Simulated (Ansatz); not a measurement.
This script makes vertical energies of changing the electron count of FH2NS2Si, SMILES N[Si]1(F)SS1 with the Ansatz DFT code, driven from Python.

`fh2ns2si.xyz`
```text
7

N     0.36160    0.08710    1.24510
Si   -0.48480   -0.47780   -0.10910
F    -0.32240   -2.01210   -0.43020
S    -1.55900    0.79440   -1.31240
S     0.36260    0.62690   -1.76520
H     0.41720    1.15030    1.09530
H     1.28600   -0.23670    1.23080
```

`fh2ns2si_ip.py`:
```python
"""Vertical ionisation energy of FH2NS2Si."""

import ansatz

BASIS = "def2-SVP"
XC = "HF"


def energy_of(molecule, charge=0, unpaired=0):
    calc = molecule.calculation().basis(gaussian=BASIS).functional(XC)
    if charge:
        calc = calc.charge(charge)
    if unpaired:
        calc = calc.spin("collinear", total=unpaired)
    return calc.run(threads=1, backend="cpu").report["free_energy_ev"]

fh2ns2si = ansatz.Crystal.molecule_from_extxyz("fh2ns2si.xyz")

# delta-SCF style differences, no relaxation
parent = energy_of(fh2ns2si, 0, 0)
cation = energy_of(fh2ns2si, 1, 1)
print(f"E(N)   = {parent:.5f} eV")
print(f"E(N-1) = {cation:.5f} eV  (1 unpaired)")
print(f"vertical ionisation energy {cation - parent:.3f} eV")
```

What does it cost to change the electron count at this fixed geometry?

At this unrelaxed geometry removing an electron costs 7.50 eV.

What the script printed:

```console
$ python fh2ns2si_ip.py
E(N)   = -33705.24199 eV
E(N-1) = -33697.73737 eV  (1 unpaired)
vertical ionisation energy 7.505 eV
```

What to keep in mind:
- Total energies depend on the basis set; only differences at equal settings carry meaning.
- The geometry is a force-field or estimated start, not a minimum of this method, and the basis set is short of its limit. All parts are taken at fixed geometry, without zero-point energy. At an unrelaxed start these energies can be a whole eV from those at the minimum, and a small affinity can change sign.
- Hartree-Fock leaves correlation out, so bond, atomisation and ionisation energies come out well too low.
- Finished in 4 s on 1 thread of Intel(R) Xeon(R) Processor @ 2.30GHz (shared host), peak memory 0.32 GiB.
